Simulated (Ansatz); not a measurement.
# C2H4BFO2: one species, many methods

An exercise on one series of results from a longer session: the logs are not shown, and one member is left open.

Program: Ansatz 0.2.0, Gaussian basis. Level of theory: functionals in def2-TZVPP, the program's frozen cores in correlated methods. These are calculated values, not measurements.

Plan: PBE-D4, r2SCAN-D4, PBE0-D4, B3LYP-D4, ωB97X-V, ωB97M-V, B2PLYP; CCSD(T)/def2-TZVPP; MP2/def2-QZVPP; extrapolation to the limit.

## The geometry

All runs share one geometry, relaxed beforehand with PBE0-D4 in a triple-zeta def2 set.

SMILES `COC1OB1F`, 10 atoms, charge 0, spin multiplicity 1.

Atoms are counted from 1 here; the program's logs count them from 0.

Bond lengths: C1–O2 1.419 Å, C1–H7 1.088 Å, C1–H8 1.096 Å, C1–H9 1.093 Å, O2–C3 1.344 Å, C3–O4 1.574 Å, C3–B5 1.508 Å, C3–H10 1.091 Å, O4–B5 1.320 Å, B5–F6 1.307 Å. Angles: O2–C1–H7 107.0°, O2–C1–H8 110.6°, O2–C1–H9 110.6°, H7–C1–H8 109.5°, H7–C1–H9 109.7°, H8–C1–H9 109.4°, C1–O2–C3 114.4°, O2–C3–O4 114.9°, O2–C3–B5 121.5°, O2–C3–H10 114.7°, O4–C3–B5 50.7°, O4–C3–H10 107.6°, B5–C3–H10 123.7°, C3–O4–B5 62.0°, C3–B5–O4 67.3°, C3–B5–F6 154.9°, O4–B5–F6 137.8°.

The first run:

The input, in.yaml:

```yaml
crystal:
  periodic: [false, false, false]
  atoms:
    - {symbol: C, position_ang: [-0.539095, -1.508841, -0.143924]}
    - {symbol: O, position_ang: [-0.253851, -0.263728, -0.762087]}
    - {symbol: C, position_ang: [0.575014, 0.528067, -0.060318]}
    - {symbol: O, position_ang: [-0.125148, 1.413727, 1.036766]}
    - {symbol: B, position_ang: [0.386620, 2.023150, -0.016496]}
    - {symbol: F, position_ang: [0.484079, 3.242730, -0.477521]}
    - {symbol: H, position_ang: [-1.101152, -2.100269, -0.864420]}
    - {symbol: H, position_ang: [0.387957, -2.032508, 0.114592]}
    - {symbol: H, position_ang: [-1.137740, -1.361977, 0.758870]}
    - {symbol: H, position_ang: [1.406516, 0.008550, 0.417639]}
basis:
  gaussian: {orbitals: def2-TZVPP}
hamiltonian: {xc: pbe, dispersion: d4}
output: {forces: true, orbitals: {seedname: orbitals}}
```

Launch:

```console
$ ansatz run in.yaml --threads 4 --pin off --events-out ev --progress --plain --max-ram 10444MiB
```

Steps of the session up to this table: PBE-D4 (GGA); r2SCAN-D4 (meta-GGA); PBE0-D4 (hybrid); B3LYP-D4 (hybrid); ωB97X-V (range-separated); ωB97M-V (range-separated); B2PLYP (double hybrid); CCSD(T) in def2-TZVPP; MP2 in def2-QZVPP.

One of the session's tables, all rows but one given; the rest of the session is left out.

| method | atomisation energy (kJ/mol) |
| --- | --- |
| PBE-D4 | 4395.9 |
| r2SCAN-D4 | 4270.3 |
| PBE0-D4 | 4260.0 |
| B3LYP-D4 | 4230.1 |
| ωB97X-V | 4240.5 |
| ωB97M-V | 4253.7 |
| B2PLYP | 4201.8 |
| HF/def2-TZVPP | 2987.3 |
| MP2/def2-TZVPP | 4262.4 |
| CCSD/def2-TZVPP | 4031.1 |
| CCSD(T)/def2-TZVPP | 4113.4 |
| MP2/CBS | ? |
| CCSD(T)/CBS | 4224.4 |

Estimate the missing values for MP2/CBS.

As computed: atomisation energy (kJ/mol): 4373.4. In the column «atomisation energy (kJ/mol)» it lies between r2SCAN-D4 (4270.3) and PBE-D4 (4395.9).
